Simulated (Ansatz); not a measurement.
**UBCCD(T)/def2-SVPD run of CF3 (trifluoromethyl radical)**

What is the electronic atomisation energy of CF3 (trifluoromethyl radical) at UBCCD(T)/def2-SVPD? 

Program for the calculation: Ansatz 0.2.0.

32 further runs of the same task are left out: 32 set aside as unsound or not needed.

### 1 Starting point

CF3 has 4 atoms, charge 0, and is taken as a doublet. As SMILES, `F[C](F)F`. The shape is that of a PBE0-D4/def2-TZVP optimisation.

Bond lengths: F1–C2 1.313 Å, C2–F3 1.313 Å, C2–F4 1.313 Å. Angles: F1–C2–F3 111.4°, F1–C2–F4 111.4°, F3–C2–F4 111.4°.

### 2 The energy at UBCCD(T)/def2-SVPD

job.yaml

```yaml
crystal:
  periodic: [false, false, false]
  atoms:
    - {symbol: F, position_ang: [-1.227500, 0.024900, 0.265400]}
    - {symbol: C, position_ang: [-0.039500, -0.059500, -0.286700]}
    - {symbol: F, position_ang: [0.658900, -1.044900, 0.227300]}
    - {symbol: F, position_ang: [0.608100, 1.079500, -0.205900]}
basis:
  gaussian: {orbitals: def2-SVPD}
correlation: {method: bccd_t, frozen_orbitals: {C: 1, F: 1}}
magnetization: {spin_polarized: true, initial_magnetization: 1}
scf: {omitted_lower_state_checks: [cluster_reference, increment]}
accuracy: high
```

On the command line:

```bash
$ ansatz run job.yaml --threads 1 --pin off --max-ram 3480MiB --events-out events.jsonl --progress --plain --runs-dir runs
```

The log of the run:

```text
Warning: RAYON_NUM_THREADS=1 ignored (pool sized by the plan → 1); use --threads N
[... 12 lines left out ...]
4 core orbitals not correlated: weight in the atoms' cores, before any rotation towards them, 1.000 or more for the frozen orbitals, at most 0.000 for the correlated occupied ones
[... 23 lines left out ...]
Total energy: -9159.19926475 eV, -336.5943646514 hartree
Checks for a lower state left out: cluster_reference, increment
```

It took 93 s on 1 thread of Arm Neoverse V1, shared host; peak memory 1.5 GiB.

### 3 The C atom, same level

in.yaml

```yaml
crystal:
  periodic: [false, false, false]
  atoms:
    - {symbol: C, position_ang: [0.000000, 0.000000, 0.000000]}
basis:
  gaussian:
    orbitals: def2-SVPD
magnetization:
  spin_polarized: true
  initial_magnetization: 2
accuracy: high
scf:
  omitted_lower_state_checks: [cluster_reference, increment]
correlation:
  method: bccd_t
  frozen_orbitals: {C: 1}
```

Run the same way, it converges to -37.72197 Eh (log not shown).

### 4 The F atom, same level

job.yaml

```yaml
crystal:
  periodic: [false, false, false]
  atoms:
    - symbol: F
      position_ang: [0.000000, 0.000000, 0.000000]
basis:
  gaussian:
    orbitals: def2-SVPD
correlation:
  method: bccd_t
  frozen_orbitals: {F: 1}
scf:
  omitted_lower_state_checks: [cluster_reference, increment]
accuracy: high
magnetization:
  spin_polarized: true
  initial_magnetization: 1
```

On the command line:

```bash
$ ansatz run job.yaml --threads 1 --pin off --max-ram 3480MiB --events-out events.jsonl --progress --plain --runs-dir runs
```

The log of the run:

```text
Warning: RAYON_NUM_THREADS=1 ignored (pool sized by the plan → 1); use --threads N
[... 13 lines left out ...]
1 core orbitals not correlated: weight in the atoms' cores, before any rotation towards them, 1.000 or more for the frozen orbitals, at most 0.000 for the correlated occupied ones
[... 21 lines left out ...]
Total energy: -2706.15983096 eV, -99.4495394867 hartree
Checks for a lower state left out: cluster_reference, increment
```

Wall time 0.5 s (1 thread of Arm Neoverse V1, shared host).

### 5 Outcome

At UBCCD(T)/def2-SVPD, 4 core orbitals frozen:

| quantity | value |
| --- | --- |
| molecule: total energy | -336.59436 Eh |
| molecule: correlation energy (4 core orbitals frozen) | -714.1 mEh |
| molecule: (T) correction | -19.93 mEh |
| molecule: ⟨S²⟩ of the reference determinant | 0.754 |
| C atom: total energy | -37.72197 Eh |
| C atom: correlation energy (1 core orbital frozen) | -75.7 mEh |
| C atom: (T) correction | -1.34 mEh |
| C atom: ⟨S²⟩ of the reference determinant | 2.010 |
| F atom: total energy | -99.44954 Eh |
| F atom: correlation energy (1 core orbital frozen) | -159.9 mEh |
| F atom: (T) correction | -2.19 mEh |
| F atom: ⟨S²⟩ of the reference determinant | 0.754 |
| electronic atomisation energy | 14.253 eV |

What this shows: Taking the molecule apart into free atoms costs 14.25 eV (1375 kJ/mol), before zero-point energy and without spin-orbit coupling. The triples (molecule) make up 2.8 % of the correlation energy. The triples (C atom) make up 1.8 % of the correlation energy. The triples (F atom) make up 1.4 % of the correlation energy.
